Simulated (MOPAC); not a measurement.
# PM7 on GaP: a test of settings

Which settings matter? One reference run, then one change at a time; some changes are unwise on purpose.

Method: PM7, atoms fixed, no spin polarisation, in MOPAC 23.2.5.

## Step 1: The system as given

The structure is cubic, space group F-43m (No. 216). Conventional cell: a = 5.451 Å, b = 5.451 Å, c = 5.451 Å, α = 90.00°, β = 90.00°, γ = 90.00°. Ga (site symmetry -43m) is surrounded by 4 P at 2.36 Å. P (site symmetry -43m) is surrounded by 4 Ga at 2.36 Å.

Coordinates:

```cif
data_structure
_symmetry_space_group_name_H-M 'F-43m'
_symmetry_Int_Tables_number 216
_cell_length_a 5.4508
_cell_length_b 5.4508
_cell_length_c 5.4508
_cell_angle_alpha 90.000
_cell_angle_beta 90.000
_cell_angle_gamma 90.000
_cell_volume 161.95
loop_
_atom_site_label
_atom_site_type_symbol
_atom_site_symmetry_multiplicity
_atom_site_Wyckoff_symbol
_atom_site_fract_x
_atom_site_fract_y
_atom_site_fract_z
_atom_site_occupancy
Ga1 Ga 4 a 0.00000 0.00000 0.00000 1
P1 P 4 d 0.25000 0.25000 0.75000 1
```

The structure type (zincblende) is imposed and need not be the compound's stable one.

## Step 2: The reference run

The gap of PM6 and PM7 is a difference of Hartree-Fock-like orbital energies, with no screening; it often comes out too large, and it hangs on the parameters.

run.mop reads:

```
PM7 1SCF GRADIENTS AUX(PRECISION=6) THREADS=1
crystal as a cluster of 2x2x2 conventional cells

Ga 8.176198 1 0.000000 1 -8.176198 1
P 9.538898 1 1.362700 1 -6.813498 1
Ga 2.725399 1 0.000000 1 -8.176198 1
P 4.088099 1 1.362700 1 -6.813498 1
Ga 5.450799 1 2.725399 1 -8.176198 1
P 6.813498 1 4.088099 1 -6.813498 1
Ga 8.176198 1 5.450799 1 -8.176198 1
P 9.538898 1 6.813498 1 -6.813498 1
Ga 5.450799 1 0.000000 1 -5.450799 1
P 6.813498 1 1.362700 1 -4.088099 1
Ga 8.176198 1 2.725399 1 -5.450799 1
P 9.538898 1 4.088099 1 -4.088099 1
Ga 8.176198 1 0.000000 1 -2.725399 1
P 9.538898 1 1.362700 1 -1.362700 1
Ga 0.000000 1 2.725399 1 -8.176198 1
P 1.362700 1 4.088099 1 -6.813498 1
Ga 2.725399 1 5.450799 1 -8.176198 1
P 4.088099 1 6.813498 1 -6.813498 1
Ga 5.450799 1 8.176198 1 -8.176198 1
P 6.813498 1 9.538898 1 -6.813498 1
Ga 0.000000 1 0.000000 1 -5.450799 1
P 1.362700 1 1.362700 1 -4.088099 1
Ga 2.725399 1 2.725399 1 -5.450799 1
P 4.088099 1 4.088099 1 -4.088099 1
Ga 5.450799 1 5.450799 1 -5.450799 1
P 6.813498 1 6.813498 1 -4.088099 1
Ga 8.176198 1 8.176198 1 -5.450799 1
P 9.538898 1 9.538898 1 -4.088099 1
Ga 2.725399 1 0.000000 1 -2.725399 1
P 4.088099 1 1.362700 1 -1.362700 1
Ga 5.450799 1 2.725399 1 -2.725399 1
P 6.813498 1 4.088099 1 -1.362700 1
Ga 8.176198 1 5.450799 1 -2.725399 1
P 9.538898 1 6.813498 1 -1.362700 1
Ga 5.450799 1 0.000000 1 0.000000 1
P 6.813498 1 1.362700 1 -9.538898 1
Ga 8.176198 1 2.725399 1 0.000000 1
P 9.538898 1 4.088099 1 -9.538898 1
Ga 0.000000 1 8.176198 1 -8.176198 1
P 1.362700 1 9.538898 1 -6.813498 1
Ga 0.000000 1 5.450799 1 -5.450799 1
P 1.362700 1 6.813498 1 -4.088099 1
Ga 2.725399 1 8.176198 1 -5.450799 1
P 4.088099 1 9.538898 1 -4.088099 1
Ga 0.000000 1 2.725399 1 -2.725399 1
P 1.362700 1 4.088099 1 -1.362700 1
Ga 2.725399 1 5.450799 1 -2.725399 1
P 4.088099 1 6.813498 1 -1.362700 1
Ga 5.450799 1 8.176198 1 -2.725399 1
P 6.813498 1 9.538898 1 -1.362700 1
Ga 0.000000 1 0.000000 1 0.000000 1
P 1.362700 1 1.362700 1 -9.538898 1
Ga 2.725399 1 2.725399 1 0.000000 1
P 4.088099 1 4.088099 1 -9.538898 1
Ga 5.450799 1 5.450799 1 0.000000 1
P 6.813498 1 6.813498 1 -9.538898 1
Ga 8.176198 1 8.176198 1 0.000000 1
P 9.538898 1 9.538898 1 -9.538898 1
Ga 0.000000 1 8.176198 1 -2.725399 1
P 1.362700 1 9.538898 1 -1.362700 1
Ga 0.000000 1 5.450799 1 0.000000 1
P 1.362700 1 6.813498 1 -9.538898 1
Ga 2.725399 1 8.176198 1 0.000000 1
P 4.088099 1 9.538898 1 -9.538898 1
Tv 10.901597 1 0.000000 1 0.000000 1
Tv 0.000000 1 0.000000 1 -10.901597 1
Tv 0.000000 1 10.901597 1 0.000000 1
```

On the command line:

```
mopac run.mop
```

The log of the run, cut to the lines that bear on the results:

```text
[...]
           Empirical Formula: Ga32 P32  =    64 atoms
[...]
     SCF FIELD WAS ACHIEVED
[...]
                                                       MOPAC v23.2.5 Linux
          FINAL HEAT OF FORMATION =       2935.79907 KCAL/MOL =   12283.38330 KJ/MOL
          H.o.F. per unit cell    =         91.74372 KCAL, for 32 unit cells, unit cell = Ga1 P1
          GRADIENT NORM           =       2118.66578          =       264.83322 PER ATOM
          IONIZATION POTENTIAL    =         10.859500 EV
          HOMO LUMO ENERGIES (EV) =        -10.860 -4.590
          NO. OF FILLED LEVELS    =        128
          MOLECULAR WEIGHT        =       3222.6803         POINT GROUP:  C3v
          VOLUME OF UNIT CELL     =       1295.598 CUBIC ANGSTROMS
          DENSITY                 =          4.130 GRAMS/CC
                              A   =         10.902 ANGSTROMS
                              B   =         10.902 ANGSTROMS
                              C   =         10.902 ANGSTROMS
[...]
                             CARTESIAN COORDINATES
   1   Ga        8.176198000     0.000000000    -8.176198000
   2    P        9.538898000     1.362700000    -6.813498000
   3   Ga        2.725399000     0.000000000    -8.176198000
   4    P        4.088099000     1.362700000    -6.813498000
   5   Ga        5.450799000     2.725399000    -8.176198000
   6    P        6.813498000     4.088099000    -6.813498000
   7   Ga        8.176198000     5.450799000    -8.176198000
   8    P        9.538898000     6.813498000    -6.813498000
   9   Ga        5.450799000     0.000000000    -5.450799000
  10    P        6.813498000     1.362700000    -4.088099000
  11   Ga        8.176198000     2.725399000    -5.450799000
  12    P        9.538898000     4.088099000    -4.088099000
  13   Ga        8.176198000     0.000000000    -2.725399000
[...]
              NET ATOMIC CHARGES AND DIPOLE CONTRIBUTIONS
  ATOM NO.   TYPE          CHARGE      No. of ELECS.   s-Pop       p-Pop       d-Pop
    1         Ga           0.408121        2.5919     0.94060     1.65128
    2          P          -0.408120        5.4081     1.67934     3.63845     0.09033
    3         Ga           0.408120        2.5919     0.94060     1.65128
    4          P          -0.408121        5.4081     1.67934     3.63845     0.09033
    5         Ga           0.408120        2.5919     0.94060     1.65128
    6          P          -0.408121        5.4081     1.67934     3.63845     0.09033
    7         Ga           0.408121        2.5919     0.94060     1.65128
    8          P          -0.408121        5.4081     1.67934     3.63845     0.09033
    9         Ga           0.408120        2.5919     0.94060     1.65128
   10          P          -0.408121        5.4081     1.67934     3.63845     0.09033
   11         Ga           0.408120        2.5919     0.94060     1.65128
   12          P          -0.408121        5.4081     1.67934     3.63845     0.09033
[...]
 * JOB ENDED NORMALLY *
[...]
```

Wall time 5.9 s (1 thread of Arm Neoverse V2, shared host); peak memory 0.051 GiB.

Gap 6.27 eV. The 64 atoms of the cluster fold only a few k-points onto the zone centre, so gap and energy may not be converged in the cluster's size. The energy is far off (a heat of formation of +46 kcal/mol an atom): the parameters don't suit this compound.

## Step 3: Change: method = MNDOD

run.mop, as its differences from that of step 2:

```diff
@@ -1,2 +1,2 @@
-PM7 1SCF GRADIENTS AUX(PRECISION=6) THREADS=1
+MNDOD 1SCF GRADIENTS AUX(PRECISION=6) THREADS=1
 crystal as a cluster of 2x2x2 conventional cells
```

On the command line:

```
mopac run.mop
```

The log of the run:

```text
[... start of the log left out ...]
    56         P          6.8135      6.8135     -9.5389
    57        Ga          8.1762      8.1762      0.0000
    58         P          9.5389      9.5389     -9.5389
    59        Ga          0.0000      8.1762     -2.7254
    60         P          1.3627      9.5389     -1.3627
    61        Ga          0.0000      5.4508      0.0000
    62         P          1.3627      6.8135     -9.5389
    63        Ga          2.7254      8.1762      0.0000
    64         P          4.0881      9.5389     -9.5389

  P: (MNDO/d): W.THIEL AND A.A.VOITYUK, J. PHYS. CHEM., 100, 616 (1996)
 DATA ARE NOT AVAILABLE FOR ELEMENT NO. 31

          SOME ELEMENTS HAVE BEEN SPECIFIED FOR WHICH
          NO PARAMETERS ARE AVAILABLE.  CALCULATION STOPPED.

          Parameters for some elements are missing

           Empirical Formula: Ga32 P32  =    64 atoms

 ******************************************************************************
 *                                                                            *
 *     Error and normal termination messages reported in this calculation     *
 *                                                                            *
 * Parameters for some elements are missing                                   *
 * JOB ENDED NORMALLY                                                         *
 *                                                                            *
 ******************************************************************************

 TOTAL JOB TIME:             0.00 SECONDS

 == MOPAC DONE ==
```

Wall time 0.04 s (1 thread of Arm Neoverse V2, shared host); peak memory 0.015 GiB.

The program refused the job: «Parameters for some elements are missing».

## Step 4: Change: method = AM1

run.mop, as its differences from that of step 3:

```diff
@@ -1,2 +1,2 @@
-MNDOD 1SCF GRADIENTS AUX(PRECISION=6) THREADS=1
+AM1 1SCF GRADIENTS AUX(PRECISION=6) THREADS=1
 crystal as a cluster of 2x2x2 conventional cells
```

On the command line:

```
mopac run.mop
```

The log of the run, cut to the lines that bear on the results:

```text
[...]
           Empirical Formula: Ga32 P32  =    64 atoms
[...]
     SCF FIELD WAS ACHIEVED
[...]
                                                       MOPAC v23.2.5 Linux
          FINAL HEAT OF FORMATION =      -1590.94326 KCAL/MOL =   -6656.50660 KJ/MOL
          H.o.F. per unit cell    =        -49.71698 KCAL, for 32 unit cells, unit cell = Ga1 P1
          GRADIENT NORM           =        190.20114          =       23.77514 PER ATOM
          IONIZATION POTENTIAL    =          8.978810 EV
          HOMO LUMO ENERGIES (EV) =         -8.979 -5.999
          NO. OF FILLED LEVELS    =        128
          MOLECULAR WEIGHT        =       3222.6803         POINT GROUP:  C3v
          VOLUME OF UNIT CELL     =       1295.598 CUBIC ANGSTROMS
          DENSITY                 =          4.130 GRAMS/CC
                              A   =         10.902 ANGSTROMS
                              B   =         10.902 ANGSTROMS
                              C   =         10.902 ANGSTROMS
[...]
              NET ATOMIC CHARGES AND DIPOLE CONTRIBUTIONS
  ATOM NO.   TYPE          CHARGE      No. of ELECS.   s-Pop       p-Pop
    1         Ga           0.409102        2.5909     0.08656     2.50434
    2          P          -0.406741        5.4067     1.65948     3.74726
    3         Ga           0.406672        2.5933     0.08624     2.50709
    4          P          -0.406965        5.4070     1.65953     3.74743
    5         Ga           0.407011        2.5930     0.08627     2.50672
    6          P          -0.406665        5.4067     1.65940     3.74727
    7         Ga           0.409428        2.5906     0.08659     2.50398
    8          P          -0.406439        5.4064     1.65935     3.74709
    9         Ga           0.407020        2.5930     0.08627     2.50671
   10          P          -0.406965        5.4070     1.65953     3.74743
   11         Ga           0.407011        2.5930     0.08627     2.50672
   12          P          -0.406961        5.4070     1.65953     3.74743
[...]
 * JOB ENDED NORMALLY *
[...]
```

Run time: 8.5 s. Hardware: 1 thread of Arm Neoverse V2, shared host; peak memory 0.023 GiB.

Totals of another method or basis aren't compared here.

## Step 5: Change: method = PM6-D3H4

run.mop, as its differences from that of step 4:

```diff
@@ -1,2 +1,2 @@
-AM1 1SCF GRADIENTS AUX(PRECISION=6) THREADS=1
+PM6-D3H4 1SCF GRADIENTS AUX(PRECISION=6) THREADS=1
 crystal as a cluster of 2x2x2 conventional cells
```

On the command line:

```
mopac run.mop
```

The log of the run, cut to the lines that bear on the results:

```text
[...]
           Empirical Formula: Ga32 P32  =    64 atoms
[...]
     SCF FIELD WAS ACHIEVED
[...]
                                                       MOPAC v23.2.5 Linux
          FINAL HEAT OF FORMATION =     -16790.13156 KCAL/MOL =  -70249.91047 KJ/MOL
          H.o.F. per unit cell    =       -524.69161 KCAL, for 32 unit cells, unit cell = Ga1 P1
          GRADIENT NORM           =       3983.45281          =       497.93160 PER ATOM
          IONIZATION POTENTIAL    =          8.180427 EV
          HOMO LUMO ENERGIES (EV) =         -8.180 -1.877
          NO. OF FILLED LEVELS    =        128
          MOLECULAR WEIGHT        =       3222.6803         POINT GROUP:  C3v
          VOLUME OF UNIT CELL     =       1295.598 CUBIC ANGSTROMS
          DENSITY                 =          4.130 GRAMS/CC
                              A   =         10.902 ANGSTROMS
                              B   =         10.902 ANGSTROMS
                              C   =         10.902 ANGSTROMS
[...]
              NET ATOMIC CHARGES AND DIPOLE CONTRIBUTIONS
  ATOM NO.   TYPE          CHARGE      No. of ELECS.   s-Pop       p-Pop       d-Pop
    1         Ga          -0.963917        3.9639     1.28502     2.67890
    2          P           0.963852        4.0361     1.26535     2.73188     0.03892
    3         Ga          -0.963824        3.9638     1.28507     2.67875
    4          P           0.963772        4.0362     1.26524     2.73206     0.03893
    5         Ga          -0.963815        3.9638     1.28506     2.67876
    6          P           0.963793        4.0362     1.26524     2.73204     0.03892
    7         Ga          -0.963911        3.9639     1.28501     2.67890
    8          P           0.963873        4.0361     1.26535     2.73186     0.03892
    9         Ga          -0.963809        3.9638     1.28506     2.67875
   10          P           0.963772        4.0362     1.26524     2.73206     0.03893
   11         Ga          -0.963815        3.9638     1.28506     2.67876
   12          P           0.963768        4.0362     1.26524     2.73207     0.03893
[...]
 * JOB ENDED NORMALLY *
[...]
```

It took 7.5 s on 1 thread of Arm Neoverse V2, shared host; peak memory 0.057 GiB.

Totals of another method or basis aren't compared here. The state is unphysical (charges of P +0.96, Ga -0.96; a heat of formation of -262 kcal/mol an atom), so these numbers say nothing of the crystal.

## Step 6: Change: method = PM6-ORG

run.mop, as its differences from that of step 5:

```diff
@@ -1,2 +1,2 @@
-PM6-D3H4 1SCF GRADIENTS AUX(PRECISION=6) THREADS=1
+PM6-ORG 1SCF GRADIENTS AUX(PRECISION=6) THREADS=1
 crystal as a cluster of 2x2x2 conventional cells
```

On the command line:

```
mopac run.mop
```

The log of the run:

```text
[... start of the log left out ...]
    52         P          1.3627      1.3627     -9.5389
    53        Ga          2.7254      2.7254      0.0000
    54         P          4.0881      4.0881     -9.5389
    55        Ga          5.4508      5.4508      0.0000
    56         P          6.8135      6.8135     -9.5389
    57        Ga          8.1762      8.1762      0.0000
    58         P          9.5389      9.5389     -9.5389
    59        Ga          0.0000      8.1762     -2.7254
    60         P          1.3627      9.5389     -1.3627
    61        Ga          0.0000      5.4508      0.0000
    62         P          1.3627      6.8135     -9.5389
    63        Ga          2.7254      8.1762      0.0000
    64         P          4.0881      9.5389     -9.5389

          DATA ARE NOT AVAILABLE FOR ELEMENT NO. 31

          Parameters for some elements are missing

           Empirical Formula: Ga32 P32  =    64 atoms

 ******************************************************************************
 *                                                                            *
 *     Error and normal termination messages reported in this calculation     *
 *                                                                            *
 * Parameters for some elements are missing                                   *
 * JOB ENDED NORMALLY                                                         *
 *                                                                            *
 ******************************************************************************

 TOTAL JOB TIME:             0.00 SECONDS

 == MOPAC DONE ==
```

Wall time 0.03 s (1 thread of Arm Neoverse V2, shared host); peak memory 0.015 GiB.

The program refused the job: «Parameters for some elements are missing».

## Step 7: Change: ITRY = 3

run.mop, as its differences from that of step 6:

```diff
@@ -1,2 +1,2 @@
-PM6-ORG 1SCF GRADIENTS AUX(PRECISION=6) THREADS=1
+PM7 1SCF ITRY=3 GRADIENTS AUX(PRECISION=6) THREADS=1
 crystal as a cluster of 2x2x2 conventional cells
```

On the command line:

```
mopac run.mop
```

The log of the run:

```text
[... start of the log left out ...]
    54       P          4.08809900  *   4.08809900  *  -9.53889800  *
    55      Ga          5.45079900  *   5.45079900  *   0.00000000  *
    56       P          6.81349800  *   6.81349800  *  -9.53889800  *
    57      Ga          8.17619800  *   8.17619800  *   0.00000000  *
    58       P          9.53889800  *   9.53889800  *  -9.53889800  *
    59      Ga          0.00000000  *   8.17619800  *  -2.72539900  *
    60       P          1.36270000  *   9.53889800  *  -1.36270000  *
    61      Ga          0.00000000  *   5.45079900  *   0.00000000  *
    62       P          1.36270000  *   6.81349800  *  -9.53889800  *
    63      Ga          2.72539900  *   8.17619800  *   0.00000000  *
    64       P          4.08809900  *   9.53889800  *  -9.53889800  *
    65      Tv         10.90159700  *   0.00000000  *   0.00000000  *
    66      Tv          0.00000000  *   0.00000000  * -10.90159700  *
    67      Tv          0.00000000  *  10.90159700  *   0.00000000  *

          THE SCF CALCULATION FAILED.

          UNABLE TO ACHIEVE SELF-CONSISTENCE

 ******************************************************************************
 *                                                                            *
 *     Error and normal termination messages reported in this calculation     *
 *                                                                            *
 * THE SCF CALCULATION FAILED.                                                *
 * UNABLE TO ACHIEVE SELF-CONSISTENCE                                         *
 * JOB ENDED NORMALLY                                                         *
 *                                                                            *
 ******************************************************************************

 TOTAL JOB TIME:             1.08 SECONDS

 == MOPAC DONE ==
```

Wall time 1.2 s (1 thread of Arm Neoverse V2, shared host); peak memory 0.05 GiB.

The run did not converge: «UNABLE TO ACHIEVE SELF-CONSISTENCE».

## Step 8: Change: cluster = 1x1x1

run.mop reads:

```
PM7 1SCF GRADIENTS AUX(PRECISION=6) THREADS=1
crystal as a cluster of 1x1x1 conventional cells

Ga 2.725399 1 0.000000 1 -2.725399 1
P 4.088099 1 1.362700 1 -1.362700 1
Ga 0.000000 1 2.725399 1 -2.725399 1
P 1.362700 1 4.088099 1 -1.362700 1
Ga 0.000000 1 0.000000 1 0.000000 1
P 1.362700 1 1.362700 1 -4.088099 1
Ga 2.725399 1 2.725399 1 0.000000 1
P 4.088099 1 4.088099 1 -4.088099 1
Tv 5.450799 1 0.000000 1 0.000000 1
Tv 0.000000 1 0.000000 1 -5.450799 1
Tv 0.000000 1 5.450799 1 0.000000 1
```

On the command line:

```
mopac run.mop
```

The log of the run:

```text
[... start of the log left out ...]

     1        Ga          2.7254      0.0000     -2.7254
     2         P          4.0881      1.3627     -1.3627
     3        Ga          0.0000      2.7254     -2.7254
     4         P          1.3627      4.0881     -1.3627
     5        Ga          0.0000      0.0000      0.0000
     6         P          1.3627      1.3627     -4.0881
     7        Ga          2.7254      2.7254      0.0000
     8         P          4.0881      4.0881     -4.0881

 General Reference for PM7:
 "Optimization of Parameters for Semiempirical Methods VI: More Modifications to the
 NDDO Approximations and Re-optimization of Parameters", J. J. P. Stewart, J. Mol. Mod., 1:32, 19 (2013)

           Empirical Formula: Ga4 P4  =     8 atoms

          Excessive size of lattice vector summation
          To avoid this problem, pack atoms more tightly in the central unit cell (try MAKPOL)
          To over-ride this safety check, add keyword 'GEO-OK'

 ******************************************************************************
 *                                                                            *
 *     Error and normal termination messages reported in this calculation     *
 *                                                                            *
 * Excessive size of lattice vector summation                                 *
 * JOB ENDED NORMALLY                                                         *
 *                                                                            *
 ******************************************************************************

 TOTAL JOB TIME:             0.00 SECONDS

 == MOPAC DONE ==
```

It took 0.03 s on 1 thread of Arm Neoverse V2, shared host; peak memory 0.015 GiB.

The program refused the job: «Excessive size of lattice vector summation».

## Step 9: What moved

| change | ends | gap (eV) | energy (meV/atom) | pressure (GPa) | time |
| --- | --- | --- | --- | --- | --- |
| none | converged | 6.27 | 0 | – | 5.9 s |
| method = MNDOD | refused | – | – | – | 0.04 s |
| method = AM1 | converged | -3.29 | – | – | 8.5 s |
| method = PM6-D3H4 | converged | +0.03 | – | – | 7.5 s |
| method = PM6-ORG | refused | – | – | – | 0.03 s |
| ITRY = 3 | not converged | – | – | – | 1.2 s |
| cluster = 1x1x1 | refused | – | – | – | 0.03 s |

The first row holds values, the others changes from it. Keys are the program's: temperature in eV (tblite) or K (CP2K), cutoffs in Ry, CUTOFP in Å. 4 of the 6 changes gave no result. The changed runs test settings; they are no properties of the crystal.
